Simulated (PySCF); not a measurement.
# WO2: singlet, from a bent start

The task is one start of a wider search on WO2: the singlet, from a bent start. It is relaxed, tested by its Hessian and followed downhill if it is a saddle.

The runs use PySCF 2.14.0; BP86, basis W def2-TZVP with ECP60, O def2-TZVP, scalar-relativistic core potentials, no spin–orbit coupling, density fitting.

### 1 Where the work starts

3 atoms, charge 0, spin multiplicity 1.

Bond lengths: W1–O2 1.770 Å, W1–O3 1.770 Å. Angles: O2–W1–O3 110.0°.

Z-matrix (Å, degrees; charge 0 multiplicity 1):
```
W
O  1 1.7700
O  1 1.7700 2 110.00
```

### 2 First SCF at the start

One driver script runs all steps and calls PySCF; scf.py shows how it sets up the SCF of each step. The optimiser is the driver's own. The state is first sought with PBE. After this first run the driver tries any further starts and a stability analysis.

scf.py reads:

```python
from pyscf import gto, scf, dft
mol = gto.M(atom='''
W      0.000000     0.000000     0.000000
O      1.449900     0.000000     1.015200
O     -1.449900     0.000000     1.015200''',
    basis={'W': 'def2-TZVP', 'O': 'def2-TZVP'},
    ecp={'W': 'def2-TZVP'},
    charge=0, spin=0)
mf = dft.RKS(mol, xc='PBE')
mf.grids.atom_grid = (50, 194)
aux = {'W': 'def2-universal-JKFIT', 'O': 'def2-universal-JKFIT'}
mf = mf.density_fit(auxbasis=aux)
mf.conv_tol = 1e-08
mf.diis_space = 10
mf.max_cycle = 60
mf.init_guess = 'minao'
mf.verbose = 4
mf.kernel()
```

Launch:

```
$ OMP_NUM_THREADS=2 python axn.py task.json out
```

What it wrote:

```text
init E= -198.273765749427
  HOMO = -0.310313688929774  LUMO = -0.269047533899033  gap/eV = 1.12291
cycle= 1 E= -216.639018748373  delta_E= -18.4  |g|= 2.01  |ddm|= 7.88
  HOMO = -0.168977628471204  LUMO = -0.0602407905010995  gap/eV = 2.95888
cycle= 2 E= -199.374225831934  delta_E= 17.3  |g|= 7.01  |ddm|= 5.68
  HOMO = -0.182338913126014  LUMO = -0.145454511121379  gap/eV = 1.00368
cycle= 3 E= -217.459719230763  delta_E= -18.1  |g|= 0.628  |ddm|= 5.24
  HOMO = -0.230997314720003  LUMO = -0.205304711863136  gap/eV = 0.69913
cycle= 4 E= -217.478430427767  delta_E= -0.0187  |g|= 0.451  |ddm|= 0.944
  HOMO = -0.221856681547465  LUMO = -0.192304455049325  gap/eV = 0.80416
cycle= 5 E= -217.498702357755  delta_E= -0.0203  |g|= 0.359  |ddm|= 0.506
  HOMO = -0.216198420521227  LUMO = -0.186363103425011  gap/eV = 0.81186
cycle= 6 E= -217.506661012297  delta_E= -0.00796  |g|= 0.302  |ddm|= 0.156
  HOMO = -0.214787532566845  LUMO = -0.187367893491736  gap/eV = 0.74613
cycle= 7 E= -217.523730473203  delta_E= -0.0171  |g|= 0.0451  |ddm|= 0.157
  HOMO = -0.212928871684682  LUMO = -0.183961221566464  gap/eV = 0.78825
cycle= 8 E= -217.524139201792  delta_E= -0.000409  |g|= 0.0166  |ddm|= 0.0414
  HOMO = -0.212137035198683  LUMO = -0.183297330672415  gap/eV = 0.78477
cycle= 9 E= -217.524197798376  delta_E= -5.86e-05  |g|= 0.00114  |ddm|= 0.0166
  HOMO = -0.212236851481343  LUMO = -0.183395190851809  gap/eV = 0.78482
cycle= 10 E= -217.524198200464  delta_E= -4.02e-07  |g|= 0.000161  |ddm|= 0.0026
  HOMO = -0.212229502708517  LUMO = -0.183389669202432  gap/eV = 0.78477
cycle= 11 E= -217.524198211538  delta_E= -1.11e-08  |g|= 3.92e-05  |ddm|= 0.00051
  HOMO = -0.21222995810486  LUMO = -0.183390050062996  gap/eV = 0.78477
cycle= 12 E= -217.52419821188  delta_E= -3.42e-10  |g|= 4.2e-06  |ddm|= 5.06e-05
  HOMO = -0.212228861786357  LUMO = -0.183389021670774  gap/eV = 0.78477
Extra cycle  E= -217.524198211761  delta_E= 1.19e-10  |g|= 2.4e-05  |ddm|= 2.75e-05
converged SCF energy = -217.524198211761
```

This step, with its further starts and checks, took 12 s on 2 threads of Arm Neoverse V2, shared host.

Energies from each starting density:

| start | energy (Eh) |
| --- | --- |
| the minimal-basis guess | -217.524198 |
| a thermally smeared density | -217.524198 |
| a smeared PBE density | -217.524198 |

No lower closed-shell solution turned up from the other starts or in the test of internal stability.

### 3 Bent start, singlet: relaxation

The program finds C2v symmetry in the start, which this walk keeps. The walk stops when the largest gradient is under 0.0003 Eh/bohr and the energy has settled too.

Changes to scf.py since step 2:

```diff
@@ -3,3 +3,3 @@
-W      0.000000     0.000000     0.000000
-O      1.449900     0.000000     1.015200
-O     -1.449900     0.000000     1.015200''',
+W      0.000000     0.000000    -0.150393
+O      1.449900     0.000000     0.864807
+O     -1.449900     0.000000     0.864807''',
@@ -9 +9 @@
-mf = dft.RKS(mol, xc='PBE')
+mf = dft.RKS(mol, xc='B88,P86')
@@ -16 +15,0 @@
-mf.init_guess = 'minao'
```

The optimiser's trace:

| step | energy (Eh) | change (kJ/mol) | largest symmetric gradient (Eh/bohr) |
| --- | --- | --- | --- |
| 0 | -217.752326 | 0.00 | 0.06217 |
| 1 | -217.762472 | -26.64 | 0.03160 |
| 2 | -217.763297 | -28.80 | 0.01207 |
| 3 | -217.763456 | -29.22 | 0.00038 |
| 4 | -217.763457 | -29.23 | 0.00008 |

The walk took 8.8 s.

Positions (Å) and forces (eV/Å) along the way:

```
step 0
W    0.000   0.000  -0.150  -0.001   0.000   3.197
O    1.450   0.000   0.865  -3.011   0.000  -1.598
O   -1.450   0.000   0.865   3.013   0.000  -1.599
step 1
W    0.000   0.000  -0.143   0.000   0.000  -1.625
O    1.353   0.000   0.861   0.523   0.000   0.812
O   -1.353   0.000   0.861  -0.523   0.000   0.812
step 2
W    0.000   0.000  -0.184  -0.003   0.000   0.621
O    1.328   0.000   0.881  -0.138   0.000  -0.309
O   -1.328   0.000   0.881   0.141   0.000  -0.311
step 3
W    0.000   0.000  -0.170   0.000   0.000   0.000
O    1.339   0.000   0.875  -0.020   0.000   0.000
O   -1.339   0.000   0.875   0.020   0.000   0.000
step 4
W    0.000   0.000  -0.171  -0.002   0.000  -0.004
O    1.337   0.000   0.875   0.005   0.000   0.003
O   -1.337   0.000   0.875  -0.002   0.000   0.001
```

After 4 steps and 29.2 kJ/mol it ends at C2v: W–O 1.698 Å (×2); O–W–O 103.9°.

### 4 Hessian and properties

The point is checked on the finer grid, and tightened if its gradient asks for it. The Hessian and the dipole derivatives come from central differences of analytic gradients, with steps of 0.02 bohr.

Changes to scf.py since step 3:

```diff
@@ -3,3 +3,3 @@
-W      0.000000     0.000000    -0.150393
-O      1.449900     0.000000     0.864807
-O     -1.449900     0.000000     0.864807''',
+W      0.000000     0.000000    -0.154599
+O      1.337848     0.000000     0.891190
+O     -1.337848     0.000000     0.891190''',
@@ -10 +10 @@
-mf.grids.atom_grid = (50, 194)
+mf.grids.atom_grid = (75, 302)
@@ -13 +13 @@
-mf.conv_tol = 1e-08
+mf.conv_tol = 1e-10
```

The driver hands on the density of the step before, so the log starts near convergence.

Log of the central SCF (cycles and frontier levels):

```text
init E= -217.763581178755
  HOMO = -0.21159483191882  LUMO = -0.171435770657656  gap/eV = 1.09278
cycle= 1 E= -217.763581178738  delta_E= 1.7e-11  |g|= 9.76e-06  |ddm|= 7.3e-06
  HOMO = -0.211595953056111  LUMO = -0.171436686944122  gap/eV = 1.09279
Extra cycle  E= -217.763581178246  delta_E= 4.92e-10  |g|= 5.19e-05  |ddm|= 3.21e-05
converged SCF energy = -217.763581178246
```

The whole step took 20 s.

Geometry: C2v; W–O 1.698 Å (×2); O–W–O 104.0°.

Harmonic modes (main isotopes):

```tsv
symmetry	ω (cm⁻¹)	IR (km/mol)	type
a1	368	2.0	bend
b2	991	109	stretch
a1	1041	37.3	stretch
```

No imaginary mode, so this is a minimum.

Properties at this point:

| Item | Value |
| --- | --- |
| Dipole moment | 3.08 D |
| Highest occupied level | -5.76 eV |
| Lowest empty level | -4.67 eV |
| Rotational constants | 0.5656, 0.2944, 0.1936 cm⁻¹ |
| Zero-point energy | 14.4 kJ/mol |
| Principal polarisabilities | 55.1, 59.5, 60.9 bohr³ |
| Atomisation energy without zero-point energy | 1486 kJ/mol |
| Principal traceless quadrupole moments about the centre of mass | -1.98, -0.29, 2.27 D Å |
| Entropy at 298.15 K and 1 bar | 273.5 J/(mol K) |
| Heat capacity Cp at 298.15 K | 42.7 J/(mol K) |
| Enthalpy at 298.15 K above 0 K | 11.00 kJ/mol |
| Rotational symmetry number | 2 |

Populations by atom (charges in e):

```
atom  Mulliken  Löwdin  polar tensor  Mayer order to W1
  W1      0.68    0.39          1.04                  –
O2,3     -0.34   -0.20         -0.52               2.27
```

Mulliken populations on W1 (outside its core potential): s 3.35, p 6.22, d 3.66, f 0.09.

### 5 Would spin polarisation lower it?

At the lowest minimum the closed shell is tested against spin polarisation, on the (50, 194) grid. It is unstable: an open-shell solution lies lower. That solution was not followed to a minimum here.

### 6 What came out

| quantity | value |
| --- | --- |
| minimum | singlet, C2v (closed shell, unstable towards spin polarisation) |
| geometry | W–O 1.698 Å (×2); O–W–O 104.0° |
| wavenumbers (cm⁻¹) | 368 (a1), 991 (b2), 1041 (a1) |
| dipole moment | 3.08 D |
| highest occupied, lowest empty level | -5.76, -4.67 eV |
| polar-tensor charge of W1 | +1.04 e |
| zero-point energy | 14.4 kJ/mol |

What this shows: The molecule stays C2v, as typed, and the end point is a minimum. The strongest infrared band lies at 991 cm⁻¹ (b2, stretch). Other starts or spin states, not run here, may lie lower. A stability analysis at the minimum finds the closed shell unstable towards spin polarisation: an open-shell solution lies lower, and these values are not those of the lowest state. With an element this heavy the missing spin–orbit coupling can shift these numbers.

The search up to here took 45 s on 2 threads of Arm Neoverse V2, shared host.
